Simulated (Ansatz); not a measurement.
The system is CsLiCr2Te2S3.

```
CELL_PARAMETERS angstrom
6.10792 -0.01886 0.00581
-2.28822 5.93151 0.00333
-1.38462 -2.19395 7.56260
ATOMIC_POSITIONS crystal
Cs 0.06348 0.10178 0.99394
Li 0.57026 0.58143 0.57403
Cr 0.07801 0.50138 0.57990
Cr 0.43162 0.02972 0.53722
Te 0.54458 0.76732 0.28198
Te 0.01143 0.65932 0.29902
S 0.77800 0.37133 0.70773
S 0.39402 0.82508 0.74875
S 0.19605 0.23009 0.48646
```

The cell was built by a generator and needn't be a form met in nature.

Base run:

- Program: Ansatz 0.2.0
- Functional: PBE
- Potentials or basis: Ansatz PAW
- Cutoff: 420 eV
- Density cutoff: 1680 eV
- k mesh: 5 × 5 × 4
- Occupations: fermi-dirac, width 0.05 eV
- Spin: collinear spin, ferromagnetic start
- Starting moments: [0.0, 0.0, 3.0, 3.0, 0.0, 0.0, 0.0, 0.0, 0.0] μB
- Hubbard terms: Cr d U = 6 eV

Its results: band gap on the k mesh 0.14 eV, indirect (least direct gap 0.18 eV); pressure 3.7 GPa; net moment 6.00 μB per cell; site moments Cs -0.00; Li -0.00; Cr +3.08, +3.32; Te -0.08, -0.19; S -0.26, -0.30, -0.33 μB; largest force 1.346 eV/Å.

The run is repeated on the same cell with these changes: hubbard terms from Cr d U = 6 eV to Cr d U = 4 eV. What comes out?

Band gap on the k mesh 0.20 eV, indirect (least direct gap 0.23 eV); pressure 2.5 GPa; net moment 6.00 μB per cell; site moments Cs -0.00; Li -0.00; Cr +2.86, +3.14; Te -0.06, -0.14; S -0.18, -0.23, -0.25 μB; largest force 0.842 eV/Å.

Caveats: the magnetic or orbital state may not be the lowest; odd divisions of the mesh miss points on the zone boundary, where band edges often lie, so the gap on the mesh can be too wide; spin-orbit coupling is left out, which moves the levels of the heavy elements; only a ferromagnetic start was run, and an antiferromagnetic order may lie lower in energy; the density of states is complete only up to the lowest level of the last band computed; forces of over 1 eV/Å show positions far from the minimum, so gaps and moduli don't describe the material at rest (some runs).

A k mesh can miss the band edges.

Not every run made on this cell is shown here.
